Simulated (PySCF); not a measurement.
# C₈H₁₄O: magnetic properties

What do calculations give for the magnetic properties of C₈H₁₄O (`CC[C@@]1(C=O)CC[C@H]1C`)?

Computed with PySCF 2.14.0 and routines of our own; the level stands in each step. Atoms count from 0.

## 1. The starting structure

23 atoms, charge 0, multiplicity 1; geometry from: GFN2-xTB.

## 2. Magnetic properties: GIAO CAM-B3LYP/pcSseg-1

Job settings and geometry (Å):

```
{"job": {"kind": "mag", "xc": "CAM-B3LYP", "basis": "pcSseg-1", "isotopologues": 0}, "charge": 0, "multiplicity": 1}
C      2.554503     0.180414     0.299635
C      1.193715     0.708757    -0.144475
C      0.133205    -0.387758    -0.093540
C      0.519832    -1.516880    -1.003094
O      0.507097    -2.684919    -0.732034
C     -0.322983    -0.834041     1.306989
C     -1.761619    -0.404809     0.988960
C     -1.340923     0.020322    -0.429110
C     -1.613236     1.467050    -0.797123
H      2.502955    -0.209777     1.313149
H      3.295876     0.975630     0.274651
H      2.887412    -0.622958    -0.353958
H      1.268199     1.094645    -1.164013
H      0.897913     1.531708     0.507374
H      0.784206    -1.170799    -2.025196
H     -0.196863    -1.902946     1.468043
H      0.143485    -0.289761     2.124750
H     -2.121791     0.423677     1.595494
H     -2.493242    -1.208513     1.021483
H     -1.763914    -0.625999    -1.203506
H     -2.687150     1.615395    -0.893122
H     -1.243815     2.145004    -0.032442
H     -1.147615     1.723541    -1.745897
```

Level: GIAO CAM-B3LYP/pcSseg-1 magnetisability, rotational g tensor and spin-rotation constants, non-relativistic, gas phase.

Launch:

```sh
$ OMP_NUM_THREADS=1 python excited_run.py task.json out
```

The driver reads the jobs from task.json and runs them one after another.

The log of the run:

```text
coarse grid: 18456 points
cycle   1  E = -387.9842538875  dE =  1.482e+00  |g| = 8.337e-01  |ddm| = 4.238e+00
cycle   2  E = -387.7785477116  dE =  2.057e-01  |g| = 1.390e+00  |ddm| = 1.888e+00
cycle   3  E = -388.1264792199  dE = -3.479e-01  |g| = 1.032e-01  |ddm| = 1.317e+00
cycle   4  E = -388.1286099185  dE = -2.131e-03  |g| = 5.364e-02  |ddm| = 1.304e-01
cycle   5  E = -388.1292887816  dE = -6.789e-04  |g| = 8.494e-03  |ddm| = 6.255e-02
cycle   6  E = -388.1293051236  dE = -1.634e-05  |g| = 3.485e-03  |ddm| = 1.156e-02
cycle   7  E = -388.1293082709  dE = -3.147e-06  |g| = 9.461e-04  |ddm| = 5.721e-03
final grid: 176080 points
cycle   8  E = -388.2193726463  dE = -5.144e-05  |g| = 5.636e-03  |ddm| = 2.682e-02
cycle   9  E = -388.2193714322  dE =  1.214e-06  |g| = 6.444e-03  |ddm| = 1.005e-02
cycle  10  E = -388.2193800800  dE = -8.648e-06  |g| = 1.326e-03  |ddm| = 5.744e-03
cycle  11  E = -388.2193803832  dE = -3.031e-07  |g| = 2.358e-04  |ddm| = 1.033e-03
cycle  12  E = -388.2193803942  dE = -1.102e-08  |g| = 6.677e-05  |ddm| = 2.877e-04
cycle  13  E = -388.2193803953  dE = -1.124e-09  |g| = 1.579e-05  |ddm| = 8.878e-05
cycle  14  E = -388.2193803954  dE = -1.038e-10  |g| = 5.789e-06  |ddm| = 2.762e-05
converged SCF energy = -388.2193803954

Magnetisability tensor (1e-30 J/T^2)
    -1671.61       54.17      -54.45
       54.17    -1257.81       35.24
      -54.45       35.24    -1449.26
isotropic -1459.56   principal values   -1692.74  -1439.13  -1246.81
isotropic susceptibility -87.897 1e-6 cm^3/mol

Inertial axes            a          b          c
rot. const./GHz      1.9446     1.4396     1.1516
chi total           -97.957    -77.986    -87.748
chi diamagnetic    -768.838  -1001.605  -1204.331
chi paramagnetic    670.881    923.619   1116.583
quadrupole/D A       -0.466     -4.243      4.710
g nuclear            0.6068     0.6081     0.5933
g electronic        -0.6129    -0.6247    -0.6041
g total             -0.0061    -0.0165    -0.0108

Spin-rotation constants (kHz, H = +C I.J)
atom  isotope        aa         bb         cc
  9     1H       -0.220     -0.151      0.012
 10     1H       -0.199      0.016     -0.130
 11     1H       -0.115     -0.106     -0.094
 12     1H       -0.232     -0.116      0.010
 13     1H       -0.132     -0.071     -0.087
 14     1H       -0.154     -0.085      0.097
 15     1H       -0.135     -0.021     -0.093
 16     1H       -0.230     -0.074     -0.029
 17     1H       -0.095     -0.106     -0.084
 18     1H       -0.193      0.038     -0.127
 19     1H       -0.193     -0.063     -0.050
 20     1H        0.026     -0.148     -0.130
 21     1H       -0.224     -0.044     -0.065
 22     1H       -0.183     -0.137     -0.016
  0    13C*       0.246      0.185      0.161
  1    13C*       0.323      0.228      0.171
  2    13C*       0.377      0.305      0.220
  3    13C*       0.642      0.607      0.647
  4    17O*      -0.621     -1.149     -0.751
  5    13C*       0.287      0.198      0.175
  6    13C*       0.336      0.213      0.152
  7    13C*       0.301      0.234      0.216
  8    13C*       0.296      0.208      0.158
* in the singly substituted isotopologue
```

Wall time 72 s (1 thread of Arm Neoverse V2, shared host); peak memory 1.3 GiB.

From this job:

| quantity | value |
| --- | --- |
| magnetisability | -1460·10⁻³⁰ J/T² |
| molar susceptibility | -87.9·10⁻⁶ cm³/mol |
| rotational g (a, b, c) | -0.0061, -0.0165, -0.0108 |

## 3. Magnetic properties: GIAO CAM-B3LYP/ANO-RCC-VDZP

The job, as its differences from that of step 2:

```diff
@@ -1,2 +1,2 @@
-{"job": {"kind": "mag", "xc": "CAM-B3LYP", "basis": "pcSseg-1", "isotopologues": 0}, "charge": 0, "multiplicity": 1}
+{"job": {"kind": "mag", "xc": "CAM-B3LYP", "basis": "ANO-RCC-VDZP"}, "charge": 0, "multiplicity": 1}
 C      2.554503     0.180414     0.299635
```

Level: GIAO CAM-B3LYP/ANO-RCC-VDZP magnetisability, rotational g tensor and spin-rotation constants, non-relativistic, gas phase.

The log of the run:

```text
coarse grid: 18456 points
cycle   1  E = -388.2256120014  dE =  1.491e+00  |g| = 8.102e-01  |ddm| = 6.518e+00
cycle   2  E = -388.0142111810  dE =  2.114e-01  |g| = 1.372e+00  |ddm| = 1.774e+00
cycle   3  E = -388.3704875256  dE = -3.563e-01  |g| = 1.042e-01  |ddm| = 1.124e+00
cycle   4  E = -388.3727784535  dE = -2.291e-03  |g| = 5.221e-02  |ddm| = 1.656e-01
cycle   5  E = -388.3734362517  dE = -6.578e-04  |g| = 8.479e-03  |ddm| = 6.018e-02
cycle   6  E = -388.3734535421  dE = -1.729e-05  |g| = 3.436e-03  |ddm| = 1.171e-02
cycle   7  E = -388.3734567546  dE = -3.212e-06  |g| = 9.214e-04  |ddm| = 4.917e-03
final grid: 176080 points
cycle   8  E = -388.3764046226  dE = -5.316e-05  |g| = 4.944e-03  |ddm| = 4.711e-02
cycle   9  E = -388.3764049154  dE = -2.928e-07  |g| = 5.134e-03  |ddm| = 8.961e-03
cycle  10  E = -388.3764108006  dE = -5.885e-06  |g| = 1.125e-03  |ddm| = 5.323e-03
cycle  11  E = -388.3764110291  dE = -2.285e-07  |g| = 3.141e-04  |ddm| = 1.040e-03
cycle  12  E = -388.3764110485  dE = -1.935e-08  |g| = 6.053e-05  |ddm| = 2.902e-04
cycle  13  E = -388.3764110494  dE = -9.442e-10  |g| = 1.747e-05  |ddm| = 8.438e-05
converged SCF energy = -388.3764110494

Magnetisability tensor (1e-30 J/T^2)
    -1649.75       54.21      -52.53
       54.21    -1239.50       34.52
      -52.53       34.52    -1432.66
isotropic -1440.64   principal values   -1670.34  -1422.95  -1228.62
isotropic susceptibility -86.757 1e-6 cm^3/mol

Inertial axes            a          b          c
rot. const./GHz      1.9446     1.4396     1.1516
chi total           -96.698    -76.839    -86.734
chi diamagnetic    -767.679  -1000.285  -1203.251
chi paramagnetic    670.981    923.445   1116.517
quadrupole/D A       -0.420     -4.471      4.890
g nuclear            0.6068     0.6081     0.5933
g electronic        -0.6130    -0.6246    -0.6040
g total             -0.0062    -0.0164    -0.0108

Spin-rotation constants (kHz, H = +C I.J)
atom  isotope        aa         bb         cc
  9     1H       -0.220     -0.150      0.013
 10     1H       -0.199      0.019     -0.129
 11     1H       -0.114     -0.105     -0.094
 12     1H       -0.231     -0.113      0.013
 13     1H       -0.131     -0.067     -0.084
 14     1H       -0.151     -0.081      0.101
 15     1H       -0.132     -0.017     -0.092
 16     1H       -0.229     -0.072     -0.027
 17     1H       -0.093     -0.104     -0.084
 18     1H       -0.191      0.040     -0.126
 19     1H       -0.191     -0.058     -0.048
 20     1H        0.029     -0.148     -0.131
 21     1H       -0.222     -0.043     -0.063
 22     1H       -0.181     -0.136     -0.014
  0    13C*       0.234      0.172      0.152
  1    13C*       0.309      0.222      0.161
  2    13C*       0.367      0.299      0.214
  3    13C*       0.615      0.601      0.622
  4    17O*      -0.558     -1.082     -0.701
  5    13C*       0.270      0.187      0.167
  6    13C*       0.320      0.201      0.143
  7    13C*       0.286      0.226      0.208
  8    13C*       0.280      0.199      0.148
* in the singly substituted isotopologue
```

It took 2.3 min on 1 thread of Arm Neoverse V2, shared host; peak memory 1.1 GiB.

In short:

| quantity | value |
| --- | --- |
| magnetisability | -1441·10⁻³⁰ J/T² |
| molar susceptibility | -86.8·10⁻⁶ cm³/mol |
| rotational g (a, b, c) | -0.0062, -0.0164, -0.0108 |

## 4. Magnetic properties side by side

| level | ξ (10⁻³⁰ J/T²) | g(a) | g(b) | gap (eV) | functions | time |
| --- | --- | --- | --- | --- | --- | --- |
| GIAO CAM-B3LYP/pcSseg-1 | -1460 | -0.0061 | -0.0165 | 9.38 | 223 | 72 s |
| GIAO CAM-B3LYP/ANO-RCC-VDZP | -1441 | -0.0062 | -0.0164 | 9.25 | 196 | 2.3 min |

## 5. What came out

| quantity | value |
| --- | --- |
| magnetisability (step 2, GIAO CAM-B3LYP/pcSseg-1) | -1460·10⁻³⁰ J/T² |
| molar susceptibility (step 2, GIAO CAM-B3LYP/pcSseg-1) | -87.9·10⁻⁶ cm³/mol |
| rotational g (a, b, c) (step 2, GIAO CAM-B3LYP/pcSseg-1) | -0.0061, -0.0165, -0.0108 |
| magnetisability over the levels | -1460 to -1441·10⁻³⁰ J/T² |

In words: The magnetisability spreads by 1.3 % over 2 levels, from GIAO CAM-B3LYP/pcSseg-1 (72 s) to GIAO CAM-B3LYP/ANO-RCC-VDZP (2.3 min); the runs took 72 s to 2.3 min. Two levels can agree by chance, so this spread shows no convergence. Vibrational averaging and real surroundings are missing from these values.
